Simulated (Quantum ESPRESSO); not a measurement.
A calculation with Quantum ESPRESSO 7.5 of HPbNO4 (native input, structure typed inline):

pw.in

```
&CONTROL
  calculation = 'scf'
  prefix = 'pwscf'
  outdir = './tmp'
  pseudo_dir = './pseudo'
  tprnfor = .true.
  tstress = .true.
  disk_io = 'low'
/
&SYSTEM
  ibrav = 0
  celldm(1) = 8
  nat = 7
  ntyp = 4
  ecutwfc = 60
  ecutrho = 480
  nbnd = 31
  occupations = 'smearing'
  smearing = 'fd'
  degauss = 0.00367493
/
&ELECTRONS
  conv_thr = 1.4d-09
  electron_maxstep = 120
  mixing_beta = 0.5
/
ATOMIC_SPECIES
H      1.0080 H.pbe-rrkjus_psl.1.0.0.UPF
Pb   207.2000 Pb.pbe-dn-kjpaw_psl.0.2.2.UPF
N     14.0070 N.pbe-n-radius_5.UPF
O     15.9990 O.pbe-n-kjpaw_psl.0.1.UPF
CELL_PARAMETERS alat
  0.9919243292890   0.0262601066593   0.0397244052973
  0.4525894068479   0.9191911329098   0.0296875974179
  0.4159405308184   0.2958815058056   1.5053227606697
ATOMIC_POSITIONS crystal
H      0.8914500000    0.6820200000    0.6279600000
Pb     0.1442600000    0.9287200000    0.8835200000
N      0.2567000000    0.2886100000    0.3017100000
O      0.8310800000    0.6505600000    0.7840500000
O      0.3869400000    0.2238000000    0.1129500000
O      0.3110400000    0.0357600000    0.4585600000
O      0.0772600000    0.6063300000    0.3227500000
K_POINTS automatic
7 7 5 0 0 0
```

pp_density.in

```
&INPUTPP
  prefix = 'pwscf'
  outdir = './tmp'
  filplot = 'density.dat'
  plot_num = 0
/
&PLOT
  nfile = 1
  filepp(1) = 'density.dat'
  iflag = 3
  output_format = 6
  fileout = 'density.cube'
/
```

Contents of pp_potential.in:

```
&INPUTPP
  prefix = 'pwscf'
  outdir = './tmp'
  filplot = 'potential.dat'
  plot_num = 11
/
&PLOT
  nfile = 1
  filepp(1) = 'potential.dat'
  iflag = 3
  output_format = 6
  fileout = 'potential.cube'
/
```

Potentials or basis: SSSP 1.3 efficiency PBE.

Launch:

```console
$ OMP_NUM_THREADS=1 mpirun -n 4 pw.x -nk 4 -in pw.in > pw.out
$ OMP_NUM_THREADS=1 mpirun -n 1 pp.x -in pp_density.in > pp_density.out
$ OMP_NUM_THREADS=1 mpirun -n 1 pp.x -in pp_potential.in > pp_potential.out
```

The cell was built by a generator and needn't be a form met in nature.

Question: Write the same calculation in another form: ASE script, structure typed inline.

Answer: As run:

Contents of run.py:

```python
import numpy as np
from ase.calculators.espresso import Espresso, EspressoProfile
from ase import Atoms

atoms = Atoms(['H', 'Pb', 'N', 'O', 'O', 'O', 'O'],
              cell=[[4.19923, 0.11117, 0.16817], [1.916, 3.89132, 0.12568], [1.76085, 1.25259, 6.37266]],
              scaled_positions=[[0.89145, 0.68202, 0.62796], [0.14426, 0.92872, 0.88352], [0.2567, 0.28861, 0.30171], [0.83108, 0.65056, 0.78405], [0.38694, 0.2238, 0.11295], [0.31104, 0.03576, 0.45856], [0.07726, 0.60633, 0.32275]],
              pbc=True)

input_data = {
    'control': {'calculation': 'scf', 'prefix': 'pwscf', 'outdir': './tmp', 'tprnfor': True, 'tstress': True, 'disk_io': 'nowf'},
    'system': {'ecutwfc': 60.0, 'ecutrho': 480.0, 'nbnd': 31, 'occupations': 'smearing', 'smearing': 'fd', 'degauss': 0.00367493},
    'electrons': {'conv_thr': 1.4e-09, 'electron_maxstep': 120, 'mixing_beta': 0.5},
}
pseudopotentials = {'O': 'O.pbe-n-kjpaw_psl.0.1.UPF', 'N': 'N.pbe-n-radius_5.UPF', 'H': 'H.pbe-rrkjus_psl.1.0.0.UPF', 'Pb': 'Pb.pbe-dn-kjpaw_psl.0.2.2.UPF'}
profile = EspressoProfile(command='mpirun -n 4 pw.x -nk 4', pseudo_dir='pseudo')
dft = Espresso(profile=profile, input_data=input_data, pseudopotentials=pseudopotentials, kpts=(7, 7, 5), koffset=(0, 0, 0))
atoms.calc = dft

print(f'energy {atoms.get_potential_energy():.8f} eV')
print('forces (eV/A)')
print(np.round(atoms.get_forces(), 6))
print('stress (eV/A^3, Voigt)')
print(np.round(atoms.get_stress(), 8))
print(f'Fermi level {dft.get_fermi_level():.4f} eV')
```

Potentials or basis: SSSP 1.3 efficiency PBE.

Command:

```sh
$ OMP_NUM_THREADS=1 python run.py
```

Both were run:

|  | native input, structure typed inline | ASE script, structure typed inline |
| --- | --- | --- |
| Pressure | -0.2 GPa | -0.2 GPa |
| Largest force | 0.033 eV/Å | 0.033 eV/Å |
| Band gap on the k mesh | 2.80 eV, indirect (least direct gap 2.83 eV) | 2.80 eV, indirect (least direct gap 2.83 eV) |

Keys that steer only the numerical path or the files written may differ.

Caveat: spin-orbit coupling is left out, which as a rule narrows the gap of such compounds by several tenths of an eV; an odd mesh through Γ misses points on the zone boundary, where band edges often lie.
